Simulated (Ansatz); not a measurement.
## LiCd, space group Fd-3m: a relaxation of the ions, step by step

Computed with the Python package of Ansatz (0.2.0).

Typed at the interpreter:
```pycon
>>> import ansatz as az
>>> from ase import Atoms
>>> from ase.io import write
>>> from ase.neighborlist import neighbor_list
>>> import numpy as np
>>> atoms = Atoms(
...     ["Li", "Li", "Cd", "Cd"],
...     scaled_positions=[
...         [0.25, 0.25, 0.25],
...         [0.0, 0.0, 0.0],
...         [0.75, 0.75, 0.75],
...         [0.5, 0.5, 0.5],
...     ],
...     cell=[
...         [0.0, 3.33242, 3.33242],
...         [3.33242, 0.0, 3.33242],
...         [3.33242, 3.33242, 0.0],
...     ],
...     pbc=True,
... )
>>> crystal = az.Crystal.from_ase(atoms)
>>> # a displaced start
>>> calculation = (
...     crystal.move(3, to=[0.492498, 0.522506, 0.492498]).calculation()
...     .pseudopotentials("nc")  # how the cores are treated
...     .occupations("Gaussian", width=10 * az.meV)  # the run then minimises F = E - TS
...     .functional("pbesol")  # level of theory
...     .scf(tolerance=1e-08, extra_bands=12)
...     .kpoints(5, 5, 5)  # sampling of the Brillouin zone
...     .relax(max_displacement=0.05)
... )
>>> steps = []
>>> def collect(event):
...     if event["event"] == "relax_step":
...         steps.append(event["data"])
...
>>> result = calculation.session().plan().execute(on_event=collect)
DeckWarning: basis.ecutwfc = 1387.780699 eV, auto-derived from the records' recommended cutoffs: set by Cd (normal level)
>>> rep = result.report
>>> rep["n_electrons"]
46.0
>>> rep["free_energy_ev"]
-9925.678026903868
>>> print("step   energy (eV)     max force (eV/A)  SCF")
step   energy (eV)     max force (eV/A)  SCF
>>> for s in steps:
...     print(f"{s['step']:4d} {s['lagrangian_ev']:15.5f} {s['allowed_force_max_ev_ang']:12.4f} {s['n_scf']:5d}")
...
   1     -9925.67192       0.1029     9
   2     -9925.67734       0.0279     6
   3     -9925.67780       0.0149     6
   4     -9925.67803       0.0012     6
>>> first, last = steps[0], steps[-1]
>>> symbols = [site.symbol for site in result.lattice.sites]
>>> print(f"energy gained {first['lagrangian_ev'] - last['lagrangian_ev']:.4f} eV in {len(steps) - 1} steps")
energy gained 0.0061 eV in 3 steps
>>> relaxed = Atoms(symbols, positions=[site.position_ang for site in result.lattice.sites], cell=result.lattice.cell_ang, pbc=True)
>>> write("relaxed.extxyz", relaxed, format="extxyz")
>>> print("relaxed fractional positions")
relaxed fractional positions
>>> for site in result.lattice.sites:
...     print(f"  {site.symbol:2s}", " ".join(f"{v % 1:8.5f}" for v in np.round(site.position_frac, 5)))
...
  Li  0.24716  0.25852  0.24716
  Li  0.99921  0.00236  0.99921
  Cd  0.74944  0.75169  0.74944
  Cd  0.49669  0.50993  0.49669
>>> final = Atoms(symbols, positions=last["positions_ang"], cell=result.lattice.cell_ang, pbc=True)
>>> i, j, d = neighbor_list("ijd", final, 4.0)
>>> for atom in range(len(final)):
...     near = np.argsort(np.where(i == atom, d, np.inf))[:2]
...     print(f"{symbols[atom]}{atom}:", ", ".join(f"{symbols[j[m]]} {d[m]:.3f}" for m in near if i[m] == atom))
...
Li0: Li 2.862, Cd 2.881
Li1: Li 2.862, Cd 2.883
Cd2: Cd 2.876, Cd 2.876
Cd3: Cd 2.876, Cd 2.876
>>> moved = np.linalg.norm(np.array(last["positions_ang"]) - np.array(first["positions_ang"]), axis=1)
>>> print("displacement by atom (A):", " ".join(f"{s}:{d:.3f}" for s, d in zip(symbols, moved)))
displacement by atom (A): Li:0.033 Li:0.009 Cd:0.007 Cd:0.048
>>> energy = rep["free_energy_ev"]
>>> print("LiCd: {:.6f} eV = {:.6f} Ry = {:.6f} Ha".format(energy, energy / 13.605693, energy / 27.211386))
LiCd: -9925.678027 eV = -729.523886 Ry = -364.761943 Ha
>>> print("Fermi level {:.4f} eV, {} k-points, {} symmetry operations".format(rep["fermi_energy_ev"], rep["n_kpoints"], rep["n_symmetry_ops"]))
Fermi level 9.1362 eV, 19 k-points, 6 symmetry operations
```

File `relaxed.extxyz` afterwards:
```text
4
Lattice="0.0 3.33242 3.33242 3.33242 0.0 3.33242 3.33242 3.33242 0.0" Properties=species:S:1:pos:R:3 pbc="T T T"
Li       1.68514551       1.64727449       1.68514551
Li       0.00524238      -0.00524238       0.00524238
Cd       5.00239017       4.99486983       5.00239017
Cd       3.35448157       3.31035843       3.35448157
```

Caveats:
- The settings weren't tested for convergence.
- The mesh is modest for a metal, so energies can be off by several to tens of meV an atom and pressures by half a GPa or more; differences at equal mesh fare better.
- Only differences from the Fermi energy are physical; the zero of the scale is a convention.
- Energies along a relaxation are free energies. A last row that repeats the one before re-solves the same geometry more tightly.
- The cell relaxed to the group R-3m; tensors and edges are in the axes of the typed cell.
- The structure comes from a database of computed cells and needn't be a stable or known phase.
- Warnings are shown shortened and without file and line.
- Hardware and time: 46 s on 1 thread of Arm Neoverse V2, with other jobs on the host, peak memory 0.65 GiB.

(Lines on the test bed's own set-up are left out of the output.)
